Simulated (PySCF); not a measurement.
OCuBrH2, in a box:

```
CELL_PARAMETERS angstrom
13.00000 0.00000 0.00000
0.00000 12.00000 0.00000
0.00000 0.00000 12.00000
ATOMIC_POSITIONS crystal
O 0.42233 0.59675 0.46716
Cu 0.52685 0.50655 0.53864
Br 0.65060 0.39971 0.61567
H 0.35191 0.57657 0.48883
H 0.42950 0.60673 0.38795
```

The cell isn't the ideal one: atoms moved at random, drawn with an rms of 0.05 Å.

Base run:

- Program: PySCF 2.14.0
- Functional: PBEsol
- Dispersion: D3(BJ)
- Potentials or basis: def2-svp (all-electron)
- k mesh: 1 × 1 × 1
- Occupations: fixed
- Spin: no spin polarisation

Its results: gap between the frontier levels 2.79 eV.

Question: After a change of settings the same cell gave: gap between the frontier levels 4.78 eV. Which change was it?
A. functional from PBEsol to B3LYP5; dispersion from D3(BJ) to D3(BJM)
B. functional from PBEsol to HSE03; dispersion from D3(BJ) to D4
C. functional from PBEsol to M06; dispersion from D3(BJ) to D3

Answer: C.

Caveats: this is a molecule in a periodic box at the Γ point, so its band gap is the HOMO-LUMO gap; relativity is left out, which matters for the heavier elements; the basis of atomic orbitals isn't converged, which shifts pressures, moduli and gaps.

Runs at the PBE level aren't shown here.
